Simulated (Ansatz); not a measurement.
# TiCo2: structure and electronic properties

Aim: for TiCo2, find the equilibrium cell.

Computed with Ansatz 0.2.0 (DFT PBEsol, scalar-relativistic, plane waves, PAW, unless a step's input says otherwise).

**1. The system as given**

The structure is hexagonal, space group P6_3/mmc (No. 194). The conventional cell has a = 4.734 Å, b = 4.734 Å, c = 15.392 Å, α = 90.00°, β = 90.00°, γ = 120.00°. Ti (site symmetry 3m) is surrounded by 12 Co at 2.75 to 2.78 Å and 4 Ti at 2.89 to 2.90 Å. Around Ti (site symmetry 3m) lie 12 Co at 2.75 to 2.78 Å and 4 Ti at 2.89 to 2.92 Å. Co (site symmetry 3m) is surrounded by 6 Co at 2.37 Å and 6 Ti at 2.77 Å. Around Co (site symmetry 2/m) lie 6 Co at 2.37 Å and 6 Ti at 2.75 to 2.78 Å. Co (site symmetry mm2) is surrounded by 6 Co at 2.33 to 2.40 Å and 6 Ti at 2.75 to 2.78 Å.

As a file:

```
CELL_PARAMETERS angstrom
4.73368 0.00000 0.00000
-2.36684 4.09949 0.00000
0.00000 0.00000 15.39210
ATOMIC_POSITIONS crystal
Ti 0.00000 0.00000 0.90569
Ti 0.00000 0.00000 0.09431
Ti 0.00000 0.00000 0.40569
Ti 0.00000 0.00000 0.59431
Ti 0.66667 0.33333 0.15527
Ti 0.33333 0.66667 0.84473
Ti 0.33333 0.66667 0.65527
Ti 0.66667 0.33333 0.34473
Co 0.66667 0.33333 0.87455
Co 0.33333 0.66667 0.12545
Co 0.33333 0.66667 0.37455
Co 0.66667 0.33333 0.62545
Co 0.50000 0.00000 0.00000
Co 0.00000 0.50000 0.00000
Co 0.50000 0.50000 0.00000
Co 0.50000 0.00000 0.50000
Co 0.00000 0.50000 0.50000
Co 0.50000 0.50000 0.50000
Co 0.83600 0.67201 0.75000
Co 0.32799 0.16400 0.75000
Co 0.83600 0.16400 0.75000
Co 0.16400 0.32799 0.25000
Co 0.67201 0.83600 0.25000
Co 0.16400 0.83600 0.25000
```

The structure comes from the Materials Project (structure only).

(A quick probe on a coarse mesh, which set the mesh and smearing, is not shown.)

**3. Coarse relaxation**

input.yaml reads:

```yaml
crystal:
  lattice:
    - [4.7336836548, 0.0, 0.0]
    - [-2.3668418274, 4.0994902986, 0.0]
    - [0.0, 0.0, 15.39209669]
  atoms:
    - { symbol: Ti, position: [0.0, 0.0, 0.90569103], spin: -0.29 }
    - { symbol: Ti, position: [0.0, 0.0, 0.09430897], spin: -0.29 }
    - { symbol: Ti, position: [0.0, 0.0, 0.40569103], spin: -0.29 }
    - { symbol: Ti, position: [0.0, 0.0, 0.59430897], spin: -0.29 }
    - { symbol: Ti, position: [0.66666667, 0.33333333, 0.15527376], spin: -0.31 }
    - { symbol: Ti, position: [0.33333333, 0.66666667, 0.84472624], spin: -0.31 }
    - { symbol: Ti, position: [0.33333333, 0.66666667, 0.65527376], spin: -0.31 }
    - { symbol: Ti, position: [0.66666667, 0.33333333, 0.34472624], spin: -0.31 }
    - { symbol: Co, position: [0.66666667, 0.33333333, 0.87454755], spin: 0.79 }
    - { symbol: Co, position: [0.33333333, 0.66666667, 0.12545245], spin: 0.79 }
    - { symbol: Co, position: [0.33333333, 0.66666667, 0.37454755], spin: 0.79 }
    - { symbol: Co, position: [0.66666667, 0.33333333, 0.62545245], spin: 0.79 }
    - { symbol: Co, position: [0.5, 0.0, 0.0], spin: 0.68 }
    - { symbol: Co, position: [0.0, 0.5, 0.0], spin: 0.68 }
    - { symbol: Co, position: [0.5, 0.5, 0.0], spin: 0.68 }
    - { symbol: Co, position: [0.5, 0.0, 0.5], spin: 0.68 }
    - { symbol: Co, position: [0.0, 0.5, 0.5], spin: 0.68 }
    - { symbol: Co, position: [0.5, 0.5, 0.5], spin: 0.68 }
    - { symbol: Co, position: [0.83600364, 0.67200728, 0.75], spin: 0.75 }
    - { symbol: Co, position: [0.32799272, 0.16399636, 0.75], spin: 0.75 }
    - { symbol: Co, position: [0.83600364, 0.16399636, 0.75], spin: 0.75 }
    - { symbol: Co, position: [0.16399636, 0.32799272, 0.25], spin: 0.75 }
    - { symbol: Co, position: [0.67200728, 0.83600364, 0.25], spin: 0.75 }
    - { symbol: Co, position: [0.16399636, 0.83600364, 0.25], spin: 0.75 }
basis:
  ecutwfc: 420
kpoints:
  mp_grid: { grid: [6, 6, 2] }
hamiltonian:
  xc: pbesol
scf:
  occupations: { method: gaussian, width: 0.1 }
output:
  forces: true
  stress: true
  eigenvalues: true
  populations: true
magnetization:
  spin_polarized: true
relax:
  adjacent_minimum: "off"
  f_tol: 0.05
  max_steps: 80
  cell: { stress_tol: 0.5 }
```

Run with:

```sh
> ansatz run input.yaml --threads 4 --pin off --max-ram 10240MiB --backend cpu --events-out ev --progress --plain --runs-dir out
```

Further runs follow: full relaxation.

**Question.** What will these runs give? Wanted: relaxed cell; volume; formation energy; total moment.

As calculated:

```
                                                               quantity                                                                        value
                                                           relaxed cell  a = 4.641 Å, b = 4.641 Å, c = 15.105 Å, α = 90.00°, β = 90.00°, γ = 120.00°
                                                   space group (0.01 Å)                                                           P6_3/mmc (No. 194)
                                                                 volume                                                                11.74 Å³/atom
formation energy (elements from runs with the same settings, not shown)                                                                -0.35 eV/atom
                                                           total moment                                                                 4.03 μB/cell
```

**Reading.** Relaxation lowered the volume by 5.7 %.
